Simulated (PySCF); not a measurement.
# Hg2OF2: other functionals and bases at one geometry

The task here is to estimate one member of a computed series from the others.

Program: PySCF 2.14.0. Level of theory: several levels, as the steps say, no spin–orbit coupling. These are calculated values, not measurements.

4 further runs of the same task are left out: 2 for a known fault of the program, 2 that didn't finish.

## Starting geometry

5 atoms, charge 0, spin multiplicity 1.

Bond lengths: Hg1–O3 1.983 Å, Hg1–F4 1.952 Å, Hg2–O3 1.983 Å, Hg2–F5 1.952 Å. Angles: O3–Hg1–F4 176.3°, O3–Hg2–F5 176.3°, Hg1–O3–Hg2 116.4°.

Geometry (Å):

| atom | x (Å) | y (Å) | z (Å) |
| --- | --- | --- | --- |
| Hg1 | -0.13281 | -0.15197 | 1.68509 |
| Hg2 | -0.13281 | -0.15197 | -1.68509 |
| O3 | -0.82045 | -0.93879 | 0.00000 |
| F4 | 0.47149 | 0.53949 | 3.40712 |
| F5 | 0.47149 | 0.53949 | -3.40712 |

Formal oxidation states: Hg +2. An earlier session relaxed this geometry at PBE, Hg def2-SVP with ECP60, O def2-SVP, F def2-SVP (singlet, point group C2v).

At PBE on the finer grid: E = -581.437674 Eh, HOMO -6.78 eV, LUMO -3.59 eV, Mulliken charge on Hg1 +0.65 e, largest force component 0.026 eV/Å. 

Levels to run: CAM-B3LYP; BLYP; TPSSh; M06-L; PBE, TZVP; PBE, x2c-SVP. Hardware: 2 threads of Arm Neoverse N1, shared host.

The first run:

run.py (the lines that set the calculation) reads:

```python
mol = gto.M(atom='''
Hg    -0.13281    -0.15197     1.68509
Hg    -0.13281    -0.15197    -1.68509
O     -0.82045    -0.93879     0.00000
F      0.47149     0.53949     3.40712
F      0.47149     0.53949    -3.40712''',
    basis={'Hg': 'def2-SVP', 'O': 'def2-SVP', 'F': 'def2-SVP'},
    ecp={'Hg': 'def2-SVP'},
    charge=0, spin=0)
mf = dft.RKS(mol, xc='CAMB3LYP')
mf.grids.atom_grid = (75, 302)
mf = mf.density_fit()  # fitting sets: Hg def2-universal-JKFIT, O def2-universal-JKFIT, F def2-universal-JKFIT
mf.conv_tol = 1e-08; mf.max_cycle = 55
mf.kernel(dm0)  # dm0: the density of the relaxed state
```

The run is started by

```sh
$ OMP_NUM_THREADS=2 python run.py
```

Among the steps run: CAM-B3LYP; BLYP; TPSSh; M06-L; PBE, TZVP; PBE, x2c-SVP.

One of the session's tables, all rows but one given; the rest of the session is left out.

| level | HOMO (eV) | gap (eV) | charge on Hg1 (e) | dipole (D) | largest force component (eV/Å) |
| --- | --- | --- | --- | --- | --- |
| PBE (relaxed here) | -6.78 | 3.19 | 0.65 | 0.86 | 0.03 |
| CAM-B3LYP | -9.85 | 8.26 | 0.75 | 0.90 | 0.64 |
| BLYP | -6.66 | 3.16 | 0.64 | 0.85 | 0.23 |
| TPSSh | ? | ? | ? | ? | ? |
| M06-L | -6.92 | 3.72 | 0.83 | 1.03 | 0.11 |
| PBE, TZVP | -7.09 | 3.29 | 0.77 | 1.11 | 0.23 |
| PBE, x2c-SVP | -7.08 | 3.21 | 0.52 | 0.91 | 0.26 |

Q: Estimate the row for TPSSh from the others.

The run gave: HOMO (eV): -7.52; gap (eV): 4.47; charge on Hg1 (e): 0.73; dipole (D): 0.91; largest force component (eV/Å): 0.25. In the column «HOMO (eV)» it lies between CAM-B3LYP (-9.85) and PBE, TZVP (-7.09).

In one basis the HOMO–LUMO gap runs from 3.16 eV (BLYP) to 8.26 eV (CAM-B3LYP). The largest leftover force, 0.64 eV/Å with CAM-B3LYP, stands at a geometry relaxed at another level. Total energies of different levels can't be compared.
